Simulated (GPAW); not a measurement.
Runs of GPAW 26.7.0 on CdBr. Symmetry: Fm-3m, No. 225, cubic system. The conventional cell has a = 6.145 Å, b = 6.145 Å, c = 6.145 Å, α = 90.00°, β = 90.00°, γ = 90.00°. Cd (site symmetry m-3m) is surrounded by 6 Br at 3.07 Å. Br (site symmetry m-3m) is surrounded by 6 Cd at 3.07 Å. The cell was built by a generator and needn't be a form met in nature.

```tsv
task	level	cell	k mesh	optimizer	fmax	max steps	convergence	band path	gap on the mesh (eV)	pressure (GPa)	relaxed volume (Å³/atom)
relaxation of cell and atoms	revPBE+D3(BJ)	relaxed	8 × 8 × 8	BFGS	0.02 eV/Å	60	density=1e-05 forces=0.0001	-	none	0.0	(a)
relaxation of cell and atoms	LDA	relaxed	6 × 6 × 6	BFGS	0.02 eV/Å	60	density=1e-05 forces=0.0001	-	none	0.0	26.49
band structure	LDA	as given	6 × 6 × 6	-	-	-	-	GXWKGLUWLK,UX	-	-2.9	-
relaxation of cell and atoms	revPBE	relaxed	8 × 8 × 8	BFGS	0.02 eV/Å	60	density=1e-05 forces=0.0001	-	none	0.0	(b)
relaxation of cell and atoms	revPBE+D4	relaxed	8 × 8 × 8	BFGS	0.02 eV/Å	60	density=1e-05 forces=0.0001	-	none	0.0	28.50
```

Alike in all rows: potentials or basis the program's PAW data sets (release 1.2.1) made for this functional, pw; no spin polarisation; cutoff (eV) 600; smearing fermi-dirac 0.05 eV.

**Question.** Estimate the missing entries.

**Answer.** (a) 28.11; (b) 31.79.

Caveats: an odd number of electrons without spin polarisation forces a metal; a magnetic or distorted state may lie lower; later steps reuse the first step's grids (some runs); pairwise dispersion overbinds metals, which lowers pressure and volume (some runs).

A k mesh can miss the band edges, and the runs leave out spin-orbit coupling on Br, Cd.

A gap of «none» marks a metal or a gap under the smearing width.

Not every run made on this cell is shown here.
